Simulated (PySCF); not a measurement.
# SeOI₂: singlet, from a B3LYP minimum start

Where does singlet SeOI₂ go from a B3LYP minimum start, is the end point a minimum, and what are its modes, charges and moments?

Program: PySCF 2.14.0. Level of theory: B3LYP, basis Se def2-SVP, O def2-SVP, I def2-SVP with ECP28, scalar-relativistic core potentials, no spin–orbit coupling, density fitting. These are calculated values, not measurements.

### Step 1. The system as given

4 atoms, charge 0, spin multiplicity 1.

Bond lengths: Se1–O2 1.617 Å, Se1–I3 2.669 Å, Se1–I4 2.669 Å. Angles: O2–Se1–I3 107.5°, O2–Se1–I4 107.5°, I3–Se1–I4 101.0°.

```xyz
4
charge 0 multiplicity 1
Se   -0.7957   -0.6508   -0.6153
O    -1.8810    0.2052   -1.4546
I    -0.8909    0.1920    1.9148
I     1.6291    0.1920   -1.3440
```

### Step 2. First SCF at the start

One driver script runs all steps and calls PySCF; scf.py shows how it sets up the SCF of each step. The optimiser is the driver's own. After this first run the driver tries any further starts and a stability analysis.

Input file scf.py:

```python
from pyscf import gto, scf, dft
mol = gto.M(atom='''
Se    -0.795726    -0.650771    -0.615315
O     -1.881036     0.205154    -1.454559
I     -0.890910     0.191979     1.914843
I      1.629092     0.191979    -1.344024''',
    basis={'Se': 'def2-SVP', 'O': 'def2-SVP', 'I': 'def2-SVP'},
    ecp={'I': 'def2-SVP'},
    charge=0, spin=0)
mf = dft.RKS(mol, xc='B3LYP')
mf.grids.atom_grid = (50, 194)
aux = {'Se': 'def2-universal-JKFIT', 'O': 'def2-universal-JKFIT', 'I': 'def2-universal-JKFIT'}
mf = mf.density_fit(auxbasis=aux)
mf.conv_tol = 1e-08
mf.diis_space = 10
mf.max_cycle = 60
mf.init_guess = 'huckel'
mf.verbose = 4
mf.kernel()
```

Run with:

```
OMP_NUM_THREADS=2 python axn.py task.json out
```

The runs that follow: B3LYP minimum start, singlet: relaxation; Is it a minimum? Harmonic modes.

**Question.** What will these runs give? Wanted: minimum; geometry; wavenumbers; dipole moment; highest occupied, lowest empty level; polar-tensor charge of Se1; zero-point energy; atomisation energy.

**Answer**, as computed:

```
                                 quantity                                                               value
                                  minimum                                                         singlet, Cs
                                 geometry  Se–I 2.668 Å (×2), Se–O 1.617 Å; I–Se–I 101.0°, I–Se–O 107.5° (×2)
                       wavenumbers (cm⁻¹)         61 (a'), 154 (a''), 169 (a'), 230 (a'), 239 (a''), 974 (a')
                            dipole moment                                                              2.01 D
     highest occupied, lowest empty level                                                     -7.52, -4.12 eV
               polar-tensor charge of Se1                                                             +1.23 e
                        zero-point energy                                                         10.9 kJ/mol
                      entropy at 298.15 K                                                     368.3 J/(mol K)
atomisation energy (no zero-point energy)                                                          682 kJ/mol
```

In words: The molecule stays Cs, as typed, and the end point is a minimum. In the infrared the band at 974 cm⁻¹ (a', stretch) leads. Other starts or spin states, not run here, may lie lower. Spin–orbit coupling is left out.
